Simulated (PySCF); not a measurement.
# Indium: the same states on changed settings, part 2 of 2

Aim: see what changed settings do to total energies and their difference. The change: initial guess 1e, at most 50 SCF cycles, level shift 0.5 hartree. A sound run of the same states serves as the yardstick.

PySCF 2.14.0; changed: initial guess 1e, at most 50 SCF cycles, level shift 0.5 hartree. The scripts are equivalent inputs of a driver's runs. The steps go on from the part before.

**3. Changed run, In⁺, method by method**

Level: UHF.

Input file input.py:

```python
from pyscf import gto, scf, dft, mp, cc
import basis_set_exchange as bse
txt = bse.get_basis("def2-SVP", elements=["In"], fmt="nwchem", header=False)
cut = txt.index("\nECP")
mol = gto.M(atom="In 0 0 0", charge=1, spin=0, symmetry="D2h",
            basis=gto.basis.parse(txt[:cut]),
            ecp={"In": gto.basis.parse_ecp(txt[cut:])})
mf = scf.UHF(mol)
mf.irrep_nelec = {'Ag': (4, 4), 'B1g': (1, 1), 'B2g': (1, 1), 'B3g': (1, 1), 'B1u': (1, 1), 'B2u': (1, 1), 'B3u': (1, 1)}
mf.init_guess = "1e"
mf.max_cycle = 50
mf.level_shift = 0.5
mf.conv_check = False  # no last unshifted cycle
mf.kernel()
```

Standard output:

```text
damping factor = 0
level_shift factor = 0.5
DIIS = <class 'pyscf.scf.diis.CDIIS'>
diis_start_cycle = 1
diis_space = 10
diis_damp = 0
SCF conv_tol = 1e-09
SCF conv_tol_grad = None
number electrons alpha = 10  beta = 10
irrep_nelec {'Ag': (4, 4), 'B1g': (1, 1), 'B2g': (1, 1), 'B3g': (1, 1), 'B1u': (1, 1), 'B2u': (1, 1), 'B3u': (1, 1)}
alpha HOMO (Ag) = -0.429635667914463  LUMO (B1u) = 0.369136499093882
  HOMO = -0.429635667914  LUMO = 0.369136499094  gap/eV = 21.73570
cycle= 1 E= -188.925513979219  delta_E= -2.47  |g|= 0.294  |ddm|= 2.89
alpha HOMO (Ag) = -0.571216543457453  LUMO (B2u) = 0.351135040866753
  HOMO = -0.571216543457  LUMO = 0.351135040867  gap/eV = 25.09847
cycle= 2 E= -188.995106362524  delta_E= -0.0696  |g|= 0.114  |ddm|= 1.08
alpha HOMO (Ag) = -0.620200319147946  LUMO (B2u) = 0.331583823870811
  HOMO = -0.620200319148  LUMO = 0.331583823871  gap/eV = 25.89937
cycle= 3 E= -189.008896266024  delta_E= -0.0138  |g|= 0.0563  |ddm|= 0.498
alpha HOMO (Ag) = -0.630131833947877  LUMO (B3u) = 0.323267011725734
  HOMO = -0.630131833948  LUMO = 0.323267011726  gap/eV = 25.94330
cycle= 4 E= -189.013486218348  delta_E= -0.00459  |g|= 0.0301  |ddm|= 0.281
alpha HOMO (Ag) = -0.634706898234248  LUMO (B2u) = 0.317206336943434
  HOMO = -0.634706898234  LUMO = 0.317206336943  gap/eV = 25.90288
cycle= 5 E= -189.01496568148  delta_E= -0.00148  |g|= 0.013  |ddm|= 0.173
alpha HOMO (Ag) = -0.634838636908762  LUMO (B3u) = 0.317092456317933
  HOMO = -0.634838636909  LUMO = 0.317092456318  gap/eV = 25.90336
cycle= 6 E= -189.01523384309  delta_E= -0.000268  |g|= 0.00548  |ddm|= 0.0722
alpha HOMO (Ag) = -0.634730894682425  LUMO (B2u) = 0.31705203119287
  HOMO = -0.634730894682  LUMO = 0.317052031193  gap/eV = 25.89933
cycle= 7 E= -189.015280133508  delta_E= -4.63e-05  |g|= 0.00232  |ddm|= 0.0294
alpha HOMO (Ag) = -0.63469676122828  LUMO (B3u) = 0.317035145990628
  HOMO = -0.634696761228  LUMO = 0.317035145991  gap/eV = 25.89794
cycle= 8 E= -189.015288235971  delta_E= -8.1e-06  |g|= 0.000988  |ddm|= 0.0121
alpha HOMO (Ag) = -0.63469878181809  LUMO (B2u) = 0.317035435394395
  HOMO = -0.634698781818  LUMO = 0.317035435394  gap/eV = 25.89801
cycle= 9 E= -189.01528967151  delta_E= -1.44e-06  |g|= 0.000418  |ddm|= 0.00509
alpha HOMO (Ag) = -0.634697312051295  LUMO (B3u) = 0.31703478829572
  HOMO = -0.634697312051  LUMO = 0.317034788296  gap/eV = 25.89795
cycle= 10 E= -189.015289925179  delta_E= -2.54e-07  |g|= 0.000177  |ddm|= 0.00213
alpha HOMO (Ag) = -0.634697540934113  LUMO (B3u) = 0.317034841853475
  HOMO = -0.634697540934  LUMO = 0.317034841853  gap/eV = 25.89796
cycle= 11 E= -189.015289970101  delta_E= -4.49e-08  |g|= 7.45e-05  |ddm|= 0.000895
alpha HOMO (Ag) = -0.634697622762122  LUMO (B3u) = 0.317034865099111
  HOMO = -0.634697622762  LUMO = 0.317034865099  gap/eV = 25.89796
cycle= 12 E= -189.01528997805  delta_E= -7.95e-09  |g|= 3.14e-05  |ddm|= 0.000376
alpha HOMO (Ag) = -0.634697693653204  LUMO (B3u) = 0.317034886393703
  HOMO = -0.634697693653  LUMO = 0.317034886394  gap/eV = 25.89796
cycle= 13 E= -189.015289979458  delta_E= -1.41e-09  |g|= 1.32e-05  |ddm|= 0.000158
alpha HOMO (Ag) = -0.634697763840363  LUMO (B3u) = 0.317034908229043
  HOMO = -0.63469776384  LUMO = 0.317034908229  gap/eV = 25.89797
cycle= 14 E= -189.015289979707  delta_E= -2.49e-10  |g|= 5.56e-06  |ddm|= 6.65e-05
converged SCF energy = -189.015289979707  <S^2> = 1.7763568e-15  2S+1 = 1
```

Time after the integrals: 0.1 s (1 thread of Neoverse-V1, shared host).

The occupied shells:

```csv
shell,electrons,mean orbital energy (eV),spread (eV),rms radius (bohr)
4s,2,-153.59,0,0.912
4p,6,-106.03,0,0.996
4d,10,-34.851,0,1.27
5s,2,-17.271,0,2.77
```

⟨S²⟩ = 0.000, ⟨L²⟩ = 0.00.

Energies and moments cover only the electrons outside the core potential.

Level: LDA.

input.py differs from the last one in:

```diff
@@ -7,3 +7,3 @@
             ecp={"In": gto.basis.parse_ecp(txt[cut:])})
-mf = scf.UHF(mol)
+mf = dft.UKS(mol, xc="LDA,VWN")
 mf.irrep_nelec = {'Ag': (4, 4), 'B1g': (1, 1), 'B2g': (1, 1), 'B3g': (1, 1), 'B1u': (1, 1), 'B2u': (1, 1), 'B3u': (1, 1)}
```

Standard output:

```text
damping factor = 0
level_shift factor = 0.5
DIIS = <class 'pyscf.scf.diis.CDIIS'>
diis_start_cycle = 1
diis_space = 10
diis_damp = 0
SCF conv_tol = 1e-09
SCF conv_tol_grad = None
number electrons alpha = 10  beta = 10
irrep_nelec {'Ag': (4, 4), 'B1g': (1, 1), 'B2g': (1, 1), 'B3g': (1, 1), 'B1u': (1, 1), 'B2u': (1, 1), 'B3u': (1, 1)}
XC functionals = LDA,VWN
    P. A. M. Dirac.,  Math. Proc. Cambridge Philos. Soc. 26, 376 (1930)
    F. Bloch.,  Z. Phys. 57, 545 (1929)
    S. H. Vosko, L. Wilk, and M. Nusair.,  Can. J. Phys. 58, 1200 (1980)
alpha HOMO (Ag) = -0.355889279757884  LUMO (B1u) = 0.252977463971666
  HOMO = -0.355889279758  LUMO = 0.252977463972  gap/eV = 16.56811
cycle= 1 E= -189.501193729765  delta_E= -2.5  |g|= 0.623  |ddm|= 3.45
alpha HOMO (Ag) = -0.570378852935113  LUMO (B3u) = 0.18176257606599
  HOMO = -0.570378852935  LUMO = 0.181762576066  gap/eV = 20.46681
cycle= 2 E= -189.57076247832  delta_E= -0.0696  |g|= 0.137  |ddm|= 0.603
alpha HOMO (Ag) = -0.546755614141586  LUMO (B3u) = 0.195651943687862
  HOMO = -0.546755614142  LUMO = 0.195651943688  gap/eV = 20.20194
cycle= 3 E= -189.578570599705  delta_E= -0.00781  |g|= 0.0319  |ddm|= 0.386
alpha HOMO (Ag) = -0.562168320636981  LUMO (B1u) = 0.183080604142311
  HOMO = -0.562168320637  LUMO = 0.183080604142  gap/eV = 20.27926
cycle= 4 E= -189.579937375088  delta_E= -0.00137  |g|= 0.0147  |ddm|= 0.171
alpha HOMO (Ag) = -0.564866834846072  LUMO (B1u) = 0.181424286181564
  HOMO = -0.564866834846  LUMO = 0.181424286182  gap/eV = 20.30762
cycle= 5 E= -189.58024322714  delta_E= -0.000306  |g|= 0.00737  |ddm|= 0.077
alpha HOMO (Ag) = -0.565158334739363  LUMO (B1u) = 0.181267354033354
  HOMO = -0.565158334739  LUMO = 0.181267354033  gap/eV = 20.31128
cycle= 6 E= -189.580319020827  delta_E= -7.58e-05  |g|= 0.00375  |ddm|= 0.0379
alpha HOMO (Ag) = -0.565178995121281  LUMO (B3u) = 0.181266407017628
  HOMO = -0.565178995121  LUMO = 0.181266407018  gap/eV = 20.31181
cycle= 7 E= -189.58033821403  delta_E= -1.92e-05  |g|= 0.00189  |ddm|= 0.0189
alpha HOMO (Ag) = -0.56522084790975  LUMO (B2u) = 0.18124923651717
  HOMO = -0.56522084791  LUMO = 0.181249236517  gap/eV = 20.31249
cycle= 8 E= -189.580342979941  delta_E= -4.77e-06  |g|= 0.000963  |ddm|= 0.00932
alpha HOMO (Ag) = -0.565221376027174  LUMO (B1u) = 0.18124950935601
  HOMO = -0.565221376027  LUMO = 0.181249509356  gap/eV = 20.31251
cycle= 9 E= -189.580344197501  delta_E= -1.22e-06  |g|= 0.00049  |ddm|= 0.00469
alpha HOMO (Ag) = -0.565221135028227  LUMO (B3u) = 0.181249772190775
  HOMO = -0.565221135028  LUMO = 0.181249772191  gap/eV = 20.31251
cycle= 10 E= -189.580344508334  delta_E= -3.11e-07  |g|= 0.000248  |ddm|= 0.00236
alpha HOMO (Ag) = -0.565221022107097  LUMO (B1u) = 0.181249863660548
  HOMO = -0.565221022107  LUMO = 0.181249863661  gap/eV = 20.31251
cycle= 11 E= -189.580344587564  delta_E= -7.92e-08  |g|= 0.000126  |ddm|= 0.00119
alpha HOMO (Ag) = -0.565220863537935  LUMO (B3u) = 0.181249951078393
  HOMO = -0.565220863538  LUMO = 0.181249951078  gap/eV = 20.31251
cycle= 12 E= -189.580344607752  delta_E= -2.02e-08  |g|= 6.35e-05  |ddm|= 0.000601
alpha HOMO (Ag) = -0.565220803571568  LUMO (B3u) = 0.181249982704389
  HOMO = -0.565220803572  LUMO = 0.181249982704  gap/eV = 20.31250
cycle= 13 E= -189.580344612887  delta_E= -5.14e-09  |g|= 3.2e-05  |ddm|= 0.000303
alpha HOMO (Ag) = -0.565220811055016  LUMO (B3u) = 0.181249979373916
  HOMO = -0.565220811055  LUMO = 0.181249979374  gap/eV = 20.31250
cycle= 14 E= -189.580344614191  delta_E= -1.3e-09  |g|= 1.61e-05  |ddm|= 0.000153
alpha HOMO (Ag) = -0.565220835930267  LUMO (B3u) = 0.181249966677556
  HOMO = -0.56522083593  LUMO = 0.181249966678  gap/eV = 20.31251
cycle= 15 E= -189.580344614521  delta_E= -3.3e-10  |g|= 8.13e-06  |ddm|= 7.68e-05
converged SCF energy = -189.580344614521  <S^2> = 0  2S+1 = 1
```

Time after the integrals: 0.29 s (1 thread of Neoverse-V1, shared host).

Energies and moments cover only the electrons outside the core potential.

Level: MN15.

input.py differs from the last one in:

```diff
@@ -7,3 +7,3 @@
             ecp={"In": gto.basis.parse_ecp(txt[cut:])})
-mf = dft.UKS(mol, xc="LDA,VWN")
+mf = dft.UKS(mol, xc="MN15")
 mf.irrep_nelec = {'Ag': (4, 4), 'B1g': (1, 1), 'B2g': (1, 1), 'B3g': (1, 1), 'B1u': (1, 1), 'B2u': (1, 1), 'B3u': (1, 1)}
```

Standard output:

```text
damping factor = 0
level_shift factor = 0.5
DIIS = <class 'pyscf.scf.diis.CDIIS'>
diis_start_cycle = 1
diis_space = 10
diis_damp = 0
SCF conv_tol = 1e-09
SCF conv_tol_grad = None
number electrons alpha = 10  beta = 10
irrep_nelec {'Ag': (4, 4), 'B1g': (1, 1), 'B2g': (1, 1), 'B3g': (1, 1), 'B1u': (1, 1), 'B2u': (1, 1), 'B3u': (1, 1)}
XC functionals = MN15
    H. S. Yu, X. He, S. L. Li, and D. G. Truhlar.,  Chem. Sci. 7, 5032-5051 (2016)
    H. S. Yu, X. He, S. L. Li, and D. G. Truhlar.,  Chem. Sci. 7, 5032-5051 (2016)
alpha HOMO (Ag) = -0.392532362963802  LUMO (B1u) = 0.333972928838868
  HOMO = -0.392532362964  LUMO = 0.333972928839  gap/eV = 19.76922
cycle= 1 E= -189.438660617664  delta_E= -2.65  |g|= 0.467  |ddm|= 3.05
alpha HOMO (Ag) = -0.583329914492034  LUMO (B2u) = 0.267194634013626
  HOMO = -0.583329914492  LUMO = 0.267194634014  gap/eV = 23.14395
cycle= 2 E= -189.47995479841  delta_E= -0.0413  |g|= 0.0852  |ddm|= 0.816
alpha HOMO (Ag) = -0.592501130398822  LUMO (B1u) = 0.25848338050237
  HOMO = -0.592501130399  LUMO = 0.258483380502  gap/eV = 23.15647
cycle= 3 E= -189.489205472539  delta_E= -0.00925  |g|= 0.0458  |ddm|= 0.447
alpha HOMO (Ag) = -0.614657821679217  LUMO (B3u) = 0.237521273225414
  HOMO = -0.614657821679  LUMO = 0.237521273225  gap/eV = 23.18897
cycle= 4 E= -189.492372624136  delta_E= -0.00317  |g|= 0.0233  |ddm|= 0.267
alpha HOMO (Ag) = -0.615041545461922  LUMO (B3u) = 0.236494951068528
  HOMO = -0.615041545462  LUMO = 0.236494951069  gap/eV = 23.17149
cycle= 5 E= -189.493127490145  delta_E= -0.000755  |g|= 0.0101  |ddm|= 0.13
alpha HOMO (Ag) = -0.615399815053699  LUMO (B3u) = 0.235921195396703
  HOMO = -0.615399815054  LUMO = 0.235921195397  gap/eV = 23.16562
cycle= 6 E= -189.493282896433  delta_E= -0.000155  |g|= 0.00455  |ddm|= 0.0582
alpha HOMO (Ag) = -0.615453828711752  LUMO (B1u) = 0.235870319362472
  HOMO = -0.615453828712  LUMO = 0.235870319362  gap/eV = 23.16571
cycle= 7 E= -189.493314094768  delta_E= -3.12e-05  |g|= 0.00206  |ddm|= 0.0258
alpha HOMO (Ag) = -0.61546241087835  LUMO (B3u) = 0.235837913630391
  HOMO = -0.615462410878  LUMO = 0.23583791363  gap/eV = 23.16506
cycle= 8 E= -189.493320362228  delta_E= -6.27e-06  |g|= 0.000936  |ddm|= 0.0115
alpha HOMO (Ag) = -0.615464986561101  LUMO (B1u) = 0.23584647690827
  HOMO = -0.615464986561  LUMO = 0.235846476908  gap/eV = 23.16536
cycle= 9 E= -189.493321632559  delta_E= -1.27e-06  |g|= 0.000423  |ddm|= 0.00513
alpha HOMO (Ag) = -0.615465051808973  LUMO (B1u) = 0.235842848216122
  HOMO = -0.615465051809  LUMO = 0.235842848216  gap/eV = 23.16527
cycle= 10 E= -189.493321888789  delta_E= -2.56e-07  |g|= 0.000191  |ddm|= 0.0023
alpha HOMO (Ag) = -0.615465128031544  LUMO (B1u) = 0.235842963302975
  HOMO = -0.615465128032  LUMO = 0.235842963303  gap/eV = 23.16527
cycle= 11 E= -189.493321940522  delta_E= -5.17e-08  |g|= 8.61e-05  |ddm|= 0.00103
alpha HOMO (Ag) = -0.615465153178153  LUMO (B1u) = 0.235843120838815
  HOMO = -0.615465153178  LUMO = 0.235843120839  gap/eV = 23.16528
cycle= 12 E= -189.493321950962  delta_E= -1.04e-08  |g|= 3.87e-05  |ddm|= 0.000463
alpha HOMO (Ag) = -0.615465158993529  LUMO (B3u) = 0.235843136270572
  HOMO = -0.615465158994  LUMO = 0.235843136271  gap/eV = 23.16528
cycle= 13 E= -189.493321953066  delta_E= -2.1e-09  |g|= 1.74e-05  |ddm|= 0.000208
alpha HOMO (Ag) = -0.615465160508592  LUMO (B2u) = 0.235843137317038
  HOMO = -0.615465160509  LUMO = 0.235843137317  gap/eV = 23.16528
cycle= 14 E= -189.49332195349  delta_E= -4.24e-10  |g|= 7.82e-06  |ddm|= 9.31e-05
converged SCF energy = -189.49332195349  <S^2> = 0  2S+1 = 1
```

It took 0.84 s on 1 thread of Neoverse-V1, shared host, the integrals not counted.

Energies and moments cover only the electrons outside the core potential.

Level: MP2 (valence).

input.py differs from the last one in:

```diff
@@ -7,3 +7,3 @@
             ecp={"In": gto.basis.parse_ecp(txt[cut:])})
-mf = dft.UKS(mol, xc="MN15")
+mf = scf.UHF(mol)
 mf.irrep_nelec = {'Ag': (4, 4), 'B1g': (1, 1), 'B2g': (1, 1), 'B3g': (1, 1), 'B1u': (1, 1), 'B2u': (1, 1), 'B3u': (1, 1)}
@@ -14 +14,2 @@
 mf.kernel()
+mp.UMP2(mf, frozen=9).kernel()
```

The driver printed no log here.

Time after the integrals: 0.01 s (1 thread of Neoverse-V1, shared host).

With 2 electrons correlated, the MP2 correlation energy is -0.01096 hartree (0.00000 same spin, -0.01096 opposite spin); the SCS form gives -0.01315. Largest pairs of shells: 5s-5s -0.0110.

Level: CCSD(T) (valence).

input.py differs from the last one in:

```diff
@@ -14,2 +14,3 @@
 mf.kernel()
-mp.UMP2(mf, frozen=9).kernel()
+mycc = cc.CCSD(mf, frozen=9).run()
+mycc.ccsd_t()
```

Standard output:

```text
CC2 = 0
CCSD nocc = 1, nmo = 17
frozen orbitals [0, 1, 2, 3, 4, 5, 6, 7, 8]
max_cycle = 100
direct = 0
conv_tol = 1e-08
conv_tol_normt = 1e-06
diis_space = 8
diis_start_cycle = 0
Init t2, MP2 energy = -189.03602216659  E_corr(MP2) -0.0207321868831413
Init E_corr(CCSD) = -0.0207321869227285
cycle = 1  E_corr(CCSD) = -0.0272788644429885  dE = -0.00654667752  norm(t1,t2) = 0.0448224
cycle = 2  E_corr(CCSD) = -0.0295862738244948  dE = -0.00230740938  norm(t1,t2) = 0.0187075
cycle = 3  E_corr(CCSD) = -0.0312103415276945  dE = -0.0016240677  norm(t1,t2) = 0.00833265
cycle = 4  E_corr(CCSD) = -0.0311916294170596  dE = 1.87121106e-05  norm(t1,t2) = 0.000380168
cycle = 5  E_corr(CCSD) = -0.0311935516211912  dE = -1.92220413e-06  norm(t1,t2) = 3.19103e-05
cycle = 6  E_corr(CCSD) = -0.0311916711133916  dE = 1.8805078e-06  norm(t1,t2) = 7.25806e-06
cycle = 7  E_corr(CCSD) = -0.0311921765252842  dE = -5.05411893e-07  norm(t1,t2) = 2.16272e-06
cycle = 8  E_corr(CCSD) = -0.0311921009463789  dE = 7.55789053e-08  norm(t1,t2) = 3.95244e-07
cycle = 9  E_corr(CCSD) = -0.0311920981305669  dE = 2.81581192e-09  norm(t1,t2) = 3.1146e-08
CCSD converged
E(CCSD) = -189.0464820778374  E_corr = -0.03119209813056695
```

It took 0.05 s on 1 thread of Neoverse-V1, shared host, the integrals not counted.

CCSD correlation -0.03119 hartree, triples 0.00000; total -189.046482. T1 = 0.003, largest double amplitude 0.098. With two correlated electrons the triples vanish and CCSD is exact in this space.

**4. What moved**

```csv
species,method,converged,energy less sound run (eV)
In,UHF,yes,+0.0000
In,LDA,yes,+0.0000
In,MN15,yes,+0.0000
In,MP2 (valence),yes,+0.3201
In,CCSD(T) (valence),yes,-0.0000
In⁺,UHF,yes,+0.0000
In⁺,LDA,yes,+0.0000
In⁺,MN15,yes,+0.0000
In⁺,MP2 (valence),yes,+0.2660
In⁺,CCSD(T) (valence),yes,+0.0000
```

Ionisation energy of In:

```csv
method,sound run (eV),changed run (eV),shift (eV)
UHF,5.199,5.199,-0.000
LDA,5.706,5.706,-0.000
MN15,5.656,5.656,-0.000
MP2,5.326,5.272,-0.054
SCS-MP2,5.309,5.263,-0.046
CCSD,5.380,5.380,+0.000
CCSD(T),5.391,5.391,+0.000
```

**5. Outcome**

This closing draws on all 2 parts.

| quantity | value |
| --- | --- |
| change | initial guess 1e, at most 50 SCF cycles, level shift 0.5 hartree |
| runs converged | 10 of 10 |
| largest shift of a converged total energy | 0.320 eV |
| largest shift of the ionisation energy | -0.054 eV (MP2) |

The ionisation energy moves by up to 0.05 eV, at MP2. A level shift leaves the converged SCF energy unchanged but raises the virtual orbital energies, which shrinks MP2 if it is not removed, as here. The MP2 line of a CCSD log is built from the Fock matrix and does not carry the shift.
